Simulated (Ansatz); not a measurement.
# BiTe (Fm-3m) in Ansatz: notebook

The runs below take BiTe through relaxation of cell and atoms, with PBEsol, PBEsol+D3(BJ), PBEsol+D3(BJ)-ATM, PBEsol+D4.

Everything below comes from runs of Ansatz 0.2.0. Logs are shortened: lines on timing, memory, paths and dates and some standing lists are left out, and cuts for length are marked.

## Step 1: Starting point

It takes space group Fm-3m (No. 225, cubic). Conventional cell: a = 6.470 Å, b = 6.470 Å, c = 6.470 Å, α = 90.00°, β = 90.00°, γ = 90.00°. Bi (site symmetry m-3m) is surrounded by 6 Te at 3.23 Å. Te (site symmetry m-3m) has 6 Bi at 3.23 Å as nearest neighbours.

## Step 2: Relaxation of cell and atoms, PBEsol

input.yaml reads:

```yaml
crystal:
  lattice:
    - [0.0, 3.235, 3.235]
    - [3.235, 0.0, 3.235]
    - [3.235, 3.235, 0.0]
  atoms:
    - { symbol: Bi, position: [0.0, 0.0, 0.0] }
    - { symbol: Te, position: [0.5, 0.5, 0.5] }
hamiltonian:
  xc: pbesol
  pseudopotentials: { kind: paw }
kpoints:
  mp_grid: { grid: [7, 7, 7] }
scf:
  occupations: { method: fermi_dirac, width: 0.05 }
output:
  forces: true
  stress: true
  eigenvalues: true
relax:
  f_tol: 0.01
  max_steps: 40
  cell: { stress_tol: 0.05 }
```

Potentials or basis: Ansatz PAW.

The run is started by

```bash
$ ansatz run input.yaml --threads 2 --pin off --max-ram 5632MiB --backend cpu --events-out ev --progress --plain --runs-dir out
```

What it wrote:

```text
Warning: RAYON_NUM_THREADS=2 ignored (pool sized by the plan → 2); use --threads N
Engine: ansatz 0.2.0, x86_64-unknown-linux-gnu
Pseudopotentials: kind: paw
Pseudopotential: Bi, paw, valence charge 15, recommended cutoff 420 eV (normal), Bi.paw.azcp
Pseudopotential: Te, paw, valence charge 16, recommended cutoff 420 eV (normal), Te.paw.azcp
Functional definition: PBEsol
  exchange = pbesol_x
  correlation = pbesol_c
Crystal: 2 atoms, lattice volume = 67.710 Å³
Basis set: ecut = 420 eV, 1363 PW (Γ), exchange–correlation on 64×64×64 points (8 copies of the dense FFT grid, shifted against one another)
Bands: 20, of which v1, the nominal top of the filled ones, is band 16 counted from 1 (15 counted from 0)
Symmetry: 48 space group operations
Space group: Fm-3m (ITA 225), of the structure as read, at distance tolerance 4.1e-5 Å
k-points: 20 of 343
Non-local potential: Bi, projectors of the file, l = 0: 2, l = 1: 2, l = 2: 2, l = 3: 2
Non-local potential: Te, projectors of the file, l = 0: 2, l = 1: 2, l = 2: 2, l = 3: 2
PAW form: soft (Blöchl's): semilocal exchange-correlation on the pseudo side does not see the compensation charge
PAW frozen core: Bi, regenerated for the run's functional, and the local potential with it (the file was generated under x = pbe(κ = 0.804, μ = 0.2195149727645171), c = pbe(β = 0.06672455060314922))
PAW frozen core: Te, regenerated for the run's functional, and the local potential with it (the file was generated under x = pbe(κ = 0.804, μ = 0.2195149727645171), c = pbe(β = 0.06672455060314922))
PAW one-centre angular grid: Bi, 590 points (default); XC on 64 Gauss nodes
PAW one-centre angular grid: Te, 590 points (default); XC on 64 Gauss nodes
Initial density: superposition of atomic densities (neutral atoms: chi_scale 0, normalization atom), corrected by the library's trained network
Initial wavefunctions: pseudopotential atomic-orbital guess
Functional: x = pbesol(κ = 0.804, μ = 0.12345679012345678), c = pbesol(β = 0.046)
SCF iter   1: F=—  HF=-19143.645683 eV  |F-HF|=—  |Δ(HF+E_count)|=         —  Δρ=1.84e-3  dr2=3.52e-3  ethr=1.77e-3  ⟨swp⟩=6.4  Hψ=2051  notcnv=0
preconditioner: auto → LDOS  [metal: Δε(μ)=0.026 eV  Ē_g=9.440 eV  σ=0.050 eV  W_gap=0.13  n_scr=14 (ndim 8)  ℏωp=15.0 eV  f_vac=0.012  D(μ)=2.92/eV (n_scr^D=26)  β→1.0]
SCF iter   2: F=—  HF=-19143.642779 eV  |F-HF|=—  |Δ(HF+E_count)|=   2.90e-3  Δρ=5.85e-4  dr2=4.64e-4  ethr=1.13e-5  ⟨swp⟩=2.4  Hψ=873  notcnv=0  defer=2
preconditioner: auto → Kerker (q_TF=auto, 2.395 Å⁻¹)  [metal: Δε(μ)=0.031 eV  Ē_g=9.445 eV  σ=0.050 eV  W_gap=0.15  n_scr=14 (ndim 8)  ℏωp=15.0 eV  f_vac=0.009  D(μ)=2.90/eV (n_scr^D=26)  β→0.5]
SCF iter   3: F=—  HF=-19143.642674 eV  |F-HF|=—  |Δ(HF+E_count)|=   1.05e-4  Δρ=2.11e-4  dr2=5.30e-5  ethr=1.50e-6  ⟨swp⟩=1.6  Hψ=429  notcnv=0  defer=2
SCF iter   4: F=—  HF=-19143.642674 eV  |F-HF|=—  |Δ(HF+E_count)|=   4.43e-9  Δρ=3.28e-5  dr2=5.26e-7  ethr=1.71e-7  ⟨swp⟩=3.0  Hψ=725  notcnv=0  defer=3
SCF iter   5: F=—  HF=-19143.642674 eV  |F-HF|=—  |Δ(HF+E_count)|=   5.94e-9  Δρ=1.33e-5  dr2=1.48e-7  ethr=1.70e-9  ⟨swp⟩=2.0  Hψ=708  notcnv=0  defer=3
SCF iter   6: F=-19143.642674 eV  HF=-19143.642674 eV  |F-HF|=1.38e-9  |Δ(HF+E_count)|=   5.96e-8  Δρ=2.80e-6  dr2=3.64e-9  ethr=3.23e-10  ⟨swp⟩=7.8  Hψ=2059  notcnv=0
SCF 1 converged in 6 iterations: F = -19143.642674 eV  dr2 = 3.64e-9
relax step   1: F+E_penalty+E_count = -19143.64267368 eV  Δ(F+E_penalty+E_count) = +0.000e0 eV  max|allowed force component| = 1.998e-29 eV/Å  Δτ_max = 0.0000 Å  P = -1.549 GPa  Ω = 67.710 Å³  (6 SCF iters, dr2 threshold 1.00e-7 eV, accepted)
Crystal: 2 atoms, lattice volume = 64.619 Å³
Basis set: ecut = 420 eV, 1243 PW (Γ), exchange–correlation on 64×64×64 points (8 copies of the dense FFT grid, shifted against one another)
Initial density: handed on by an earlier stage of this run
Initial wavefunctions: those handed on with the density
iter 1 solved again at ethr=4.59e-6 eV; its pass at ethr=3.10e-3 eV (dr2=1.42e-3 eV) is discarded
SCF iter   1: F=—  HF=-19143.651308 eV  |F-HF|=—  |Δ(HF+E_count)|=         —  Δρ=9.82e-4  dr2=1.26e-3  ethr=4.59e-6  ⟨swp⟩=3.1  Hψ=2760  notcnv=0
preconditioner: auto → Kerker (q_TF=auto, 2.414 Å⁻¹)  [metal: Δε(μ)=0.007 eV  Ē_g=9.642 eV  σ=0.050 eV  W_gap=0.04  n_scr=14 (ndim 8)  ℏωp=15.3 eV  f_vac=0.003  D(μ)=2.99/eV (n_scr^D=26)]
SCF iter   2: F=—  HF=-19143.651087 eV  |F-HF|=—  |Δ(HF+E_count)|=   2.21e-4  Δρ=6.42e-4  dr2=5.17e-4  ethr=4.08e-6  ⟨swp⟩=1.0  Hψ=400  notcnv=0
SCF iter   3: F=—  HF=-19143.650975 eV  |F-HF|=—  |Δ(HF+E_count)|=   1.12e-4  Δρ=1.68e-4  dr2=3.76e-5  ethr=1.67e-6  ⟨swp⟩=1.9  Hψ=454  notcnv=0
SCF iter   4: F=—  HF=-19143.650969 eV  |F-HF|=—  |Δ(HF+E_count)|=   5.43e-6  Δρ=4.73e-5  dr2=2.50e-6  ethr=1.21e-7  ⟨swp⟩=2.1  Hψ=499  notcnv=0
SCF iter   5: F=-19143.650971 eV  HF=-19143.650971 eV  |F-HF|=1.35e-7  |Δ(HF+E_count)|=   1.46e-6  Δρ=1.34e-5  dr2=1.02e-7  ethr=6.45e-10  ⟨swp⟩=5.3  Hψ=2219  notcnv=0
SCF 2 converged in 5 iterations: F = -19143.650971 eV  dr2 = 1.02e-7
relax step   2: F+E_penalty+E_count = -19143.65097078 eV  Δ(F+E_penalty+E_count) = -8.297e-3 eV  max|allowed force component| = 1.381e-29 eV/Å  Δτ_max = 0.0000 Å  P = +0.847 GPa  Ω = 64.619 Å³  energy of the carried Pulay correction = +5.325e-4 eV  (5 SCF iters, dr2 threshold 2.00e-7 eV, accepted)
Crystal: 2 atoms, lattice volume = 65.678 Å³
iter 1 solved again at ethr=7.49e-7 eV; its pass at ethr=3.10e-3 eV (dr2=2.32e-4 eV) is discarded
SCF iter   1: F=—  HF=-19143.653415 eV  |F-HF|=—  |Δ(HF+E_count)|=         —  Δρ=3.50e-4  dr2=1.64e-4  ethr=7.49e-7  ⟨swp⟩=3.0  Hψ=2682  notcnv=0
preconditioner: auto → Kerker (q_TF=auto, 2.407 Å⁻¹)  [metal: Δε(μ)=0.015 eV  Ē_g=9.558 eV  σ=0.050 eV  W_gap=0.08  n_scr=14 (ndim 8)  ℏωp=15.2 eV  f_vac=0.007  D(μ)=2.98/eV (n_scr^D=26)]
SCF iter   2: F=—  HF=-19143.653408 eV  |F-HF|=—  |Δ(HF+E_count)|=   6.66e-6  Δρ=2.27e-4  dr2=6.52e-5  ethr=5.29e-7  ⟨swp⟩=1.0  Hψ=400  notcnv=0
SCF iter   3: F=—  HF=-19143.653394 eV  |F-HF|=—  |Δ(HF+E_count)|=   1.44e-5  Δρ=6.21e-5  dr2=5.20e-6  ethr=2.10e-7  ⟨swp⟩=1.8  Hψ=433  notcnv=0
SCF iter   4: F=—  HF=-19143.653394 eV  |F-HF|=—  |Δ(HF+E_count)|=   1.35e-8  Δρ=2.03e-5  dr2=5.29e-7  ethr=1.68e-8  ⟨swp⟩=2.1  Hψ=510  notcnv=0
SCF iter   5: F=-19143.653394 eV  HF=-19143.653394 eV  |F-HF|=2.35e-8  |Δ(HF+E_count)|=   1.63e-7  Δρ=5.91e-6  dr2=2.01e-8  ethr=6.45e-10  ⟨swp⟩=6.7  Hψ=1987  notcnv=0
SCF 3 converged in 5 iterations: F = -19143.653394 eV  dr2 = 2.01e-8
relax step   3: F+E_penalty+E_count = -19143.65339393 eV  Δ(F+E_penalty+E_count) = -2.423e-3 eV  max|allowed force component| = 5.391e-30 eV/Å  Δτ_max = 0.0000 Å  P = -0.045 GPa  Ω = 65.678 Å³  energy of the carried Pulay correction = +3.472e-4 eV  (5 SCF iters, dr2 threshold 2.00e-7 eV, accepted)
Initial wavefunctions: pseudopotential atomic-orbital guess (no wavefunctions were taken with the density)
iter 1 solved again at ethr=1.86e-7 eV; its pass at ethr=3.10e-3 eV (dr2=5.78e-5 eV) is discarded
SCF iter   1: F=—  HF=-19143.653022 eV  |F-HF|=—  |Δ(HF+E_count)|=         —  Δρ=3.44e-5  dr2=1.60e-7  ethr=1.86e-7  ⟨swp⟩=3.9  Hψ=3249  notcnv=0
preconditioner: auto → Kerker (q_TF=auto, 2.407 Å⁻¹)  [metal: Δε(μ)=0.014 eV  Ē_g=9.558 eV  σ=0.050 eV  W_gap=0.07  n_scr=14 (ndim 8)  ℏωp=15.2 eV  f_vac=0.005  D(μ)=2.98/eV (n_scr^D=26)]
SCF iter   2: F=—  HF=-19143.653032 eV  |F-HF|=—  |Δ(HF+E_count)|=   9.53e-6  Δρ=1.83e-5  dr2=4.84e-8  ethr=5.15e-10  ⟨swp⟩=2.9  Hψ=801  notcnv=0
SCF iter   3: F=—  HF=-19143.653032 eV  |F-HF|=—  |Δ(HF+E_count)|=   2.29e-8  Δρ=3.06e-6  dr2=4.48e-9  ethr=1.56e-10  ⟨swp⟩=2.0  Hψ=678  notcnv=0
SCF iter   4: F=—  HF=-19143.653032 eV  |F-HF|=—  |Δ(HF+E_count)|=   2.86e-9  Δρ=7.41e-7  dr2=5.64e-10  ethr=1.45e-11  ⟨swp⟩=2.0  Hψ=511  notcnv=0
SCF iter   5: F=—  HF=-19143.653032 eV  |F-HF|=—  |Δ(HF+E_count)|=  4.47e-10  Δρ=3.20e-7  dr2=1.09e-10  ethr=1.82e-12  ⟨swp⟩=2.2  Hψ=506  notcnv=0
SCF iter   6: F=-19143.653032 eV  HF=-19143.653032 eV  |F-HF|=3.64e-12  |Δ(HF+E_count)|=  6.91e-11  Δρ=5.53e-8  dr2=3.04e-12  ethr=1.00e-12  ⟨swp⟩=6.0  Hψ=2100  notcnv=0
SCF 4 converged in 6 iterations: F = -19143.653032 eV  dr2 = 3.04e-12
relax step   4: F+E_penalty+E_count = -19143.65303160 eV  Δ(F+E_penalty+E_count) = +3.623e-4 eV  max|allowed force component| = 6.705e-30 eV/Å  Δτ_max = 0.0000 Å  P = -0.044 GPa  Ω = 65.678 Å³  stress off target by 4.35e-2 GPa  SCF on the basis re-selected at this cell (its energy is not comparable with the rows above)  (6 SCF iters)
basis re-selected at this cell: Δ(F+E_penalty+E_count) = +3.623e-4 eV, ΔP = +0.001 GPa vs the last step (what re-selecting the basis moved, of the pressure what is left beyond the Pulay correction that the steps carried, after the strain that the cell walked since its last selection, with what the two solves' SCF thresholds leave and, on support functions, any second-order correction that the steps lacked; it is no measure of the basis error at this ecutwfc). This SCF's stress stands 4.35e-2 GPa from its target on what of the cell is left free (relax.cell.stress_tol is 5.00e-2 GPa) and its largest allowed force component is 6.71e-30 eV/Å (relax.f_tol is 1.00e-2 eV/Å): within both
SCF converged after 6 iterations
Free energy (F): -19143.653032 eV
Harris-Foulkes:  -19143.653032 eV  (|F-HF|=3.64e-12)
Internal energy: -19143.631212 eV  (E = F + TS)
E sigma→0 (E₀):  -19143.642122 eV
Entropy (-TS):   -0.021820 eV (-10.910 meV/atom)
Fermi energy:    10.165883 eV
--- Per-component energies (eV) ---
  E_band       = -354.394752
  E_kinetic    = 483.178738
  E_local      = -2717.133216  (includes V_loc(G=0)·N_el)
  E_nonlocal   = 254.348815
  E_hartree    = 1270.451512
  E_xc         = -274.000683
  E_vxc        = -248.698961  (∫ρ·V_xc dr)
  E_paw        = -15093.796359  (= ΣΔE_a)
  E_vpaw       = -666.992562  (= ΣTr[D̂ρ^β])
  E_aug_tail   = -0.000649  (compensation charges beyond the density's cutoff)
  E_ewald      = -3067.143936
  E_core_change = 0.464567  (= ΣΔE_core)
  E_smearing   = -0.021820  (= −TS)
  E_closure    = 0.000000  (closes the sum)
  Σ components = -19143.653032   (vs F -19143.653032, Δ=0.00e0)
--- Forces (eV/Å), atoms counted from 1 ---
  atom   1  Bi    -0.00000000     0.00000000     0.00000000
  atom   2  Te     0.00000000    -0.00000000     0.00000000
  max |Σ_I F_I| component: 1.18e-29 eV/Å
--- Stress (GPa, compression-positive) ---
       -0.043535      -0.000000      -0.000000
       -0.000000      -0.043535      -0.000000
       -0.000000      -0.000000      -0.043535
  P = ⅓ Tr σ = -0.0435 GPa (-0.435 kbar)
--- Band table (eV; the first three rows and the last of 20) ---
  k-point 0: bands = ["-27.1136", "-27.1136", "-27.1111", "-27.1111", "-27.1111", "-12.9557", "-12.9557", "-12.9493", "-12.9493", "-12.9493", "-3.6131", "2.1109", "7.5210", "7.5210", "7.5210", "12.3460", "12.3460", "12.3460", "14.7423", "14.7423"]
  k-point 1: bands = ["-27.1135", "-27.1135", "-27.1111", "-27.1110", "-27.1110", "-12.9567", "-12.9567", "-12.9490", "-12.9481", "-12.9481", "-3.4235", "1.6266", "7.5819", "7.5819", "7.7195", "11.5366", "11.6598", "11.6598", "14.5551", "15.1176"]
  k-point 2: bands = ["-27.1134", "-27.1134", "-27.1110", "-27.1108", "-27.1108", "-12.9594", "-12.9594", "-12.9482", "-12.9449", "-12.9449", "-2.8651", "0.5043", "7.7837", "7.7837", "8.0853", "10.3140", "10.4942", "10.4942", "15.1098", "16.1753"]
  k-point 19: bands = ["-27.1137", "-27.1132", "-27.1109", "-27.1106", "-27.1102", "-12.9678", "-12.9563", "-12.9470", "-12.9438", "-12.9380", "-1.2411", "-0.8219", "4.8547", "5.4688", "8.1278", "10.2503", "13.4678", "14.3473", "14.7328", "15.8951"]
--- Relaxed structure (3 steps of the walk, 3 accepted, 1 SCFs on fresh bases) ---
  F+E_penalty+E_count = -19143.65303160 eV   max|allowed force component| = 6.705e-30 eV/Å   (the final SCF, on the basis selected at the relaxed cell)
  cell:  # Å, volume = 65.6784 Å³
    - [8.6621324559225e-34, 3.202315893740309, 3.202315893740309]
    - [3.202315893740309, 1.9107645123358462e-33, 3.202315893740309]
    - [3.202315893740309, 3.202315893740309, 4.8406034312508105e-34]
  atoms:
    - { symbol: Bi, position: [3.10073728813684e-36, -1.240294915243907e-35, -3.720884745767817e-36] }
    - { symbol: Te, position: [0.5, 0.5, 0.5] }
```

It took 4.5 s on 2 threads of AMD EPYC 7R43 (Zen 3), shared host; peak memory 0.4 GiB.

What came out:

* Free energy: -19143.6530 eV
* Relaxed volume: 32.84 Å³/atom
* Relaxed cell: a = 4.529 Å, b = 4.529 Å, c = 4.529 Å, α = 60.00°, β = 60.00°, γ = 60.00°
* Space group after relaxing (to 0.05 Å): Fm-3m (No. 225)
* Energy gained by relaxing: 5.2 meV/atom
* Ionic steps: 4
* Pressure after relaxing: 0.0 GPa
* Band gap on the k mesh: none (metal or under the smearing width)

Step by step:
```tsv
step	energy change (eV)	largest force (eV/Å)	volume (Å³)
1	0.0000	0.0000	67.71
2	-0.0083	0.0000	64.62
3	-0.0107	0.0000	65.68
4	-0.0104	0.0000	65.68
```

Final structure:
```cif
data_structure
_symmetry_space_group_name_H-M 'P 1'
_symmetry_Int_Tables_number 1
_cell_length_a 4.5288
_cell_length_b 4.5288
_cell_length_c 4.5288
_cell_angle_alpha 60.000
_cell_angle_beta 60.000
_cell_angle_gamma 60.000
_cell_volume 65.68
loop_
_atom_site_label
_atom_site_type_symbol
_atom_site_fract_x
_atom_site_fract_y
_atom_site_fract_z
_atom_site_occupancy
Bi1 Bi 0.00000 0.00000 0.00000 1
Te1 Te 0.50000 0.50000 0.50000 1
```

Levels at points of the mesh, in eV from the Fermi level:
```tsv
k point	band 13	band 14	band 15	band 16	band 17	band 18
(0.00, 0.00, 0.00)	-2.64	-2.64	-2.64	2.18	2.18	2.18
```

Caveat: the plane-wave basis is chosen anew once the cell has moved, so the energies of steps on either side of that aren't comparable; spin-orbit coupling is left out, which moves the levels of the heavy elements; the PAW data sets come from PBE, with cores solved anew for the run's functional, which leaves a small shift of forces and pressure.

## Step 3: Relaxation of cell and atoms, PBEsol+D3(BJ)

Changes to input.yaml since step 2:

```diff
@@ -11,2 +11,3 @@
   pseudopotentials: { kind: paw }
+  dispersion: d3bj
 kpoints:
```

Potentials or basis: Ansatz PAW.

The run is started by

```bash
$ ansatz run input.yaml --threads 2 --pin off --max-ram 5632MiB --backend cpu --events-out ev --progress --plain --runs-dir out
```

It took 5.2 s on 2 threads of AMD EPYC 7R43 (Zen 3), shared host; peak memory 0.38 GiB.

The run converged. Its results:

```
Free energy                            : -19144.5913 eV
Relaxed volume                         : 31.47 Å³/atom
Relaxed cell                           : a = 4.465 Å, b = 4.465 Å, c = 4.465 Å, α = 60.00°, β = 60.00°, γ = 60.00°
Space group after relaxing (to 0.05 Å) : Fm-3m (No. 225)
Energy gained by relaxing              : 29.2 meV/atom
Ionic steps                            : 5
Pressure after relaxing                : 0.0 GPa
Band gap on the k mesh                 : none (metal or under the smearing width)
```

Step by step:
```tsv
step	energy change (eV)	largest force (eV/Å)	volume (Å³)
1	0.0000	0.0000	67.71
2	-0.0426	0.0000	60.57
3	-0.0590	0.0000	63.23
4	-0.0593	0.0000	62.93
5	-0.0584	0.0000	62.93
```

Final structure:
```cif
data_structure
_symmetry_space_group_name_H-M 'P 1'
_symmetry_Int_Tables_number 1
_cell_length_a 4.4648
_cell_length_b 4.4648
_cell_length_c 4.4648
_cell_angle_alpha 60.000
_cell_angle_beta 60.000
_cell_angle_gamma 60.000
_cell_volume 62.93
loop_
_atom_site_label
_atom_site_type_symbol
_atom_site_fract_x
_atom_site_fract_y
_atom_site_fract_z
_atom_site_occupancy
Bi1 Bi 0.00000 0.00000 0.00000 1
Te1 Te 0.50000 0.50000 0.50000 1
```

Levels at points of the mesh, in eV from the Fermi level:
| k point | band 13 | band 14 | band 15 | band 16 | band 17 | band 18 |
| --- | --- | --- | --- | --- | --- | --- |
| (0.00, 0.00, 0.00) | -2.78 | -2.78 | -2.78 | 2.26 | 2.26 | 2.26 |

Caveat: the plane-wave basis is chosen anew once the cell has moved, so the energies of steps on either side of that aren't comparable; spin-orbit coupling is left out, which moves the levels of the heavy elements; pairwise dispersion overbinds metals, which lowers pressure and volume; the PAW data sets come from PBE, with cores solved anew for the run's functional, which leaves a small shift of forces and pressure.

(Continued in part 2 of 2.)
